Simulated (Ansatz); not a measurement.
# H₇OPSi₂: a ladder of functionals and wavefunction methods

One table from this session's results is given with a row withheld; the runs are named, their logs left out.

Method: functionals in def2-TZVPP, the program's frozen cores in correlated methods; program: Ansatz 0.2.0, Gaussian basis.

Plan: PBE-D4, r2SCAN-D4, PBE0-D4, B3LYP-D4, ωB97X-V, ωB97M-V, B2PLYP; CCSD(T)/def2-TZVPP; MP2/def2-QZVPP; extrapolation to the limit.

## Structure used throughout

All runs share one geometry, relaxed beforehand with PBE0-D4 in a triple-zeta def2 set.

11 atoms, charge 0, spin multiplicity 1.

Atoms are counted from 1 here; the program's logs count them from 0.

Bond lengths: O1–Si2 1.655 Å, O1–H5 0.958 Å, Si2–Si3 2.336 Å, Si2–H6 1.493 Å, Si2–H7 1.493 Å, Si3–P4 2.260 Å, Si3–H8 1.489 Å, Si3–H9 1.490 Å, P4–H10 1.422 Å, P4–H11 1.421 Å. Angles: Si2–O1–H5 117.7°, O1–Si2–Si3 105.5°, O1–Si2–H6 111.0°, O1–Si2–H7 111.1°, Si3–Si2–H6 112.6°, Si3–Si2–H7 109.8°, H6–Si2–H7 106.9°, Si2–Si3–P4 112.2°, Si2–Si3–H8 111.0°, Si2–Si3–H9 109.7°, P4–Si3–H8 107.8°, P4–Si3–H9 108.0°, H8–Si3–H9 108.1°, Si3–P4–H10 93.6°, Si3–P4–H11 93.3°, H10–P4–H11 93.2°.

Set-up of the first run:

in.yaml reads:

```yaml
crystal:
  periodic: [false, false, false]
  atoms:
    - {symbol: O, position_ang: [-1.843084, 0.001629, 0.782753]}
    - {symbol: Si, position_ang: [-0.566513, 1.042974, 0.623414]}
    - {symbol: Si, position_ang: [0.763160, 0.148008, -1.075928]}
    - {symbol: P, position_ang: [1.280453, -2.020163, -0.703413]}
    - {symbol: H, position_ang: [-2.510604, 0.212098, 1.437088]}
    - {symbol: H, position_ang: [-1.040087, 2.424992, 0.314743]}
    - {symbol: H, position_ang: [0.220647, 1.127796, 1.889545]}
    - {symbol: H, position_ang: [0.071849, 0.230124, -2.392002]}
    - {symbol: H, position_ang: [2.036787, 0.914831, -1.174670]}
    - {symbol: H, position_ang: [1.698014, -1.783976, 0.634899]}
    - {symbol: H, position_ang: [-0.045120, -2.355314, -0.315731]}
basis:
  gaussian: {orbitals: def2-TZVPP}
hamiltonian: {xc: pbe, dispersion: d4}
output: {forces: true, orbitals: {seedname: orbitals}}
```

On the command line:

```sh
$ ansatz run in.yaml --threads 4 --pin off --events-out ev --progress --plain --max-ram 10444MiB
```

Among the steps run: PBE-D4 (GGA); r2SCAN-D4 (meta-GGA); PBE0-D4 (hybrid); B3LYP-D4 (hybrid); ωB97X-V (range-separated); ωB97M-V (range-separated); B2PLYP (double hybrid); CCSD(T) in def2-TZVPP; MP2 in def2-QZVPP.

One of the session's tables, all rows but one given; the rest of the session is left out.

```
            method  atomisation energy (kJ/mol)
            PBE-D4                       3361.4
         r2SCAN-D4                       3367.2
           PBE0-D4                       3328.1
          B3LYP-D4                       3372.9
           ωB97X-V                       3410.5
           ωB97M-V                       3383.2
            B2PLYP                       3316.3
     HF/def2-TZVPP                       2440.0
    MP2/def2-TZVPP                       3261.3
   CCSD/def2-TZVPP                       3233.9
CCSD(T)/def2-TZVPP                            ?
           MP2/CBS                       3365.8
       CCSD(T)/CBS                       3378.1
```

Estimate the missing values for CCSD(T)/def2-TZVPP.

**Answer.** atomisation energy (kJ/mol): 3273.5. In the column «atomisation energy (kJ/mol)» it lies between MP2/def2-TZVPP (3261.3) and B2PLYP (3316.3).
